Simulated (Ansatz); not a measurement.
# ZrI₂F₂: one species, many methods

An exercise on one series of results from a longer session: the logs are not shown, and one member is left open.

The runs use Ansatz 0.2.0, Gaussian basis; functionals in def2-TZVPP, the program's frozen cores in correlated methods.

Levels to be run: LDA (SPW92), PBE-D4, revPBE-D4, BLYP-D4, r2SCAN-D4, B97M-V, PBE0-D4, B3LYP-D4, r2SCANh-D4, r2SCAN0-D4, HSE06-D4, BHLYP-D4, CAM-B3LYP-D4, LC-ωPBE, ωB97X-V, ωB97M-V, B2PLYP, PBE-QIDH; CCSD(T)/def2-SVP; CCSD(T)/def2-TZVPP; MP2/def2-QZVPP; extrapolation to the limit; RPA on PBE.

**Structure used throughout**

The geometry comes from an earlier relaxation with PBE0-D4 in a triple-zeta def2 set; it is a stationary point. Zr, I take the def2 core potential; no spin-orbit term is included.

5 atoms, charge 0, spin multiplicity 1.

Atoms are counted from 1 here; the program's logs count them from 0.

Bond lengths: F1–Zr2 1.878 Å, Zr2–F3 1.878 Å, Zr2–I4 2.698 Å, Zr2–I5 2.698 Å. Angles: F1–Zr2–F3 108.7°, F1–Zr2–I4 109.5°, F1–Zr2–I5 109.5°, F3–Zr2–I4 109.5°, F3–Zr2–I5 109.5°, I4–Zr2–I5 109.9°.

Set-up of the first run:

in.yaml reads:

```yaml
crystal:
  periodic: [false, false, false]
  atoms:
    - {symbol: F, position_ang: [0.200360, -0.528056, 1.904239]}
    - {symbol: Zr, position_ang: [0.119181, -0.137906, 0.069152]}
    - {symbol: F, position_ang: [1.351553, -1.229350, -0.834378]}
    - {symbol: I, position_ang: [-2.368429, -0.633410, -0.849728]}
    - {symbol: I, position_ang: [0.747136, 2.455122, -0.330784]}
basis:
  gaussian: {orbitals: def2-TZVPP}
hamiltonian: {xc: lda}
output: {orbitals: {seedname: orbitals}}
```

Launch:

```sh
ansatz run in.yaml --threads 4 --pin off --events-out ev --progress --plain --max-ram 10444MiB
```

Among the steps run: LDA; PBE-D4 (GGA); revPBE-D4 (GGA); BLYP-D4 (GGA); r2SCAN-D4 (meta-GGA); B97M-V (meta-GGA); PBE0-D4 (hybrid); B3LYP-D4 (hybrid); r2SCANh-D4 (hybrid); r2SCAN0-D4 (hybrid); HSE06-D4 (hybrid); BHLYP-D4 (hybrid); CAM-B3LYP-D4 (range-separated); LC-ωPBE (range-separated); ωB97X-V (range-separated); ωB97M-V (range-separated); B2PLYP (double hybrid); PBE-QIDH (double hybrid).

One table of the session follows, with a row left open; its other results are not shown here.

It belongs to the step «Frontier levels by functional». 

```
  functional  HOMO (eV)  LUMO (eV)  gap (eV)
 LDA (SPW92)      -7.19      -3.54      3.65
      PBE-D4      -7.00      -3.30      3.70
   revPBE-D4      -6.94      -3.22      3.72
     BLYP-D4      -6.81      -3.16      3.65
   r2SCAN-D4      -7.31      -3.20      4.11
      B97M-V      -7.26      -3.10      4.16
     PBE0-D4      -8.11      -2.62      5.49
    B3LYP-D4      -7.86      -2.79      5.06
  r2SCANh-D4      -7.72      -2.95      4.77
  r2SCAN0-D4          ?          ?         ?
    HSE06-D4      -7.73      -2.99      4.73
    BHLYP-D4      -9.04      -1.76      7.28
CAM-B3LYP-D4      -9.29      -1.60      7.68
     LC-ωPBE     -10.58      -0.56     10.02
     ωB97X-V     -10.25      -0.61      9.64
     ωB97M-V     -10.13      -0.70      9.43
```

Q: Estimate the row for r2SCAN0-D4 from the others.

Worked estimate for «HOMO (eV)». Against the share of exact exchange, r2SCAN-D4 (0, -7.31), r2SCANh-D4 (0.1, -7.72) give a slope of -4.10 per unit share; at 0.25 the line stands at -8.33.

The run gave: HOMO (eV): -8.32; LUMO (eV): -2.56; gap (eV): 5.76. In «HOMO (eV)» the line misses by -0.01.
